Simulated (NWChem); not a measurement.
# AlBrF (SMILES [F][Al][Br]) at UB3LYP/def2-TZVP

What is the vertical ionisation energy of AlBrF at UB3LYP/def2-TZVP? 

Program for the calculation: NWChem 7.3.0.

## 1. Starting point

The species is AlBrF (3 atoms), meant as a doublet with charge 0. As SMILES, `[F][Al][Br]`. The coordinates come from a PBE0-D4/def2-TZVP relaxation.

Bond lengths: F1–Al2 1.648 Å, Al2–Br3 2.266 Å. Angles: F1–Al2–Br3 118.9°.

## 2. The energy at UB3LYP/def2-TZVP

mymol.nw

```
start mymol
title "AlBrF energy"
memory stack 880 mb heap 220 mb global 1100 mb
geometry noautosym nocenter noautoz
  F     -1.120000     1.016600    -0.510500
  Al    -0.440000    -0.468200    -0.288800
  Br     1.549000    -0.613200     0.786200
end
basis spherical bse
  * library def2-TZVP
end
dft
  xc b3lyp
  mult 2
  grid fine
  convergence energy 1e-08
  maxiter 100
  mulliken
  noprint "final vectors analysis"
end
task dft energy
```

Command:

```sh
$ nwchem mymol.nw > mymol.out
```

Log (excerpt; [...] marks lines left out):

```text
[...]
          Wavefunction type:  spin polarized.
          No. of atoms     :     3
          No. of electrons :    57
[...]
          Charge           :     0
          Spin multiplicity:     2
[...]
          AO basis - number of functions:   116
[...]
              XC Information
              --------------
                         B3LYP Method XC Potential
                     Hartree-Fock (Exact) Exchange  0.200
                        Slater Exchange Functional  0.800 local
                    Becke 1988 Exchange Functional  0.720 non-local
              Lee-Yang-Parr Correlation Functional  0.810
                  VWN I RPA Correlation Functional  0.190 local
[...]
 d= 0,ls=0.0,diis     1  -2916.5431976892 -3.11D+03  5.86D-03  3.23D-01     2.9
[...]
 d= 0,ls=0.0,diis    11  -2916.6355364773 -6.07D-09  1.89D-07  5.62D-10    22.9
[...]
         Total DFT energy =    -2916.635536477328
      One electron energy =    -4444.364833833065
           Coulomb energy =     1455.221168293892
    Exchange-Corr. energy =     -120.572802442793
 Nuclear repulsion energy =      193.080931504638
[...]
      Total Density - Mulliken Population Analysis
     ---------------------------------------------
    Atom       Charge   Shell Charges
 -----------   ------   -------------------------------------------------------
    1 F    9     9.31   0.77  1.20  0.61  0.97  0.33  2.29  2.12  1.01  0.00  0.01  0.00
    2 Al  13    12.48   2.00  0.64  1.34  0.86  0.34  2.94  2.19  0.89  0.70  0.18  0.19  0.14  0.07
    3 Br  35    35.21   2.00  2.01  1.16  0.78  1.08  0.90  6.00  5.92  1.37  2.65  1.33  8.94  1.02  0.03  0.03  0.00
[...]
      <S2> =      0.7515 (Exact =     0.7500)
[...]
```

It took 23 s on 1 thread of AMD EPYC 9R45 (Zen 5), shared host; peak memory 0.12 GiB.

## 3. The singlet cation at the same level

mymol.nw

```
start mymol
memory total 2200 mb
charge 1

geometry units atomic noautosym nocenter noautoz
 F   -2.11649326   1.92109558  -0.96470519
 Al  -0.83147949  -0.88476977  -0.54575290
 Br   2.92718577  -1.15878006   1.48570268
end

basis spherical bse
 * library def2-TZVP
end

dft
 xc b3lyp
 grid fine
 convergence energy 1e-08
 iterations 100
 mulliken
 noprint "final vectors analysis"
end

task dft energy
```

Command:

```sh
$ nwchem mymol.nw > mymol.out
```

Log (excerpt; [...] marks lines left out):

```text
[...]
          Wavefunction type:  closed shell.
          No. of atoms     :     3
          No. of electrons :    56
[...]
          Charge           :     1
          Spin multiplicity:     1
[...]
          AO basis - number of functions:   116
[...]
              XC Information
              --------------
                         B3LYP Method XC Potential
                     Hartree-Fock (Exact) Exchange  0.200
                        Slater Exchange Functional  0.800 local
                    Becke 1988 Exchange Functional  0.720 non-local
              Lee-Yang-Parr Correlation Functional  0.810
                  VWN I RPA Correlation Functional  0.190 local
[...]
 d= 0,ls=0.0,diis     1  -2915.8476742080 -3.11D+03  2.82D-02  1.05D+01     2.6
[...]
 d= 0,ls=0.0,diis    13  -2916.3040472324 -1.60D-09  1.86D-07  3.47D-10    23.2
         Total DFT energy =    -2916.304047232352
      One electron energy =    -4430.159990114997
           Coulomb energy =     1441.042828532559
    Exchange-Corr. energy =     -120.267803257252
 Nuclear repulsion energy =      193.080917607337
[...]
      Total Density - Mulliken Population Analysis
     ---------------------------------------------
    Atom       Charge   Shell Charges
 -----------   ------   -------------------------------------------------------
    1 F    9     9.18   0.77  1.20  0.62  0.98  0.32  2.27  2.11  0.90  0.00  0.01  0.00
    2 Al  13    11.97   2.00  0.63  1.34  0.78  0.06  2.95  2.19  0.89  0.64  0.09  0.18  0.13  0.08
    3 Br  35    34.85   2.00  2.01  1.16  0.78  1.11  0.88  6.00  5.92  1.33  2.61  1.02  8.95  1.02  0.03  0.03  0.00
[...]
```

Wall time 24 s (1 thread of AMD EPYC 9R45 (Zen 5), shared host); peak memory 0.12 GiB.

## 4. Results

At UB3LYP/def2-TZVP:

```
                                          quantity           value
                       doublet AlBrF: total energy  -2916.63554 Eh
                      doublet AlBrF: dipole moment          1.65 D
                               doublet AlBrF: ⟨S²⟩           0.751
                      singlet cation: total energy  -2916.30405 Eh
vertical ionisation energy (to the singlet cation)        9.020 eV
```

In words: The vertical ionisation energy comes to 9.02 eV (870 kJ/mol). Only the singlet of the ionised species was computed; a triplet could lie lower. Mulliken charges (doublet AlBrF) run from -0.31 on F1 to +0.52 on Al2; they depend strongly on the basis.
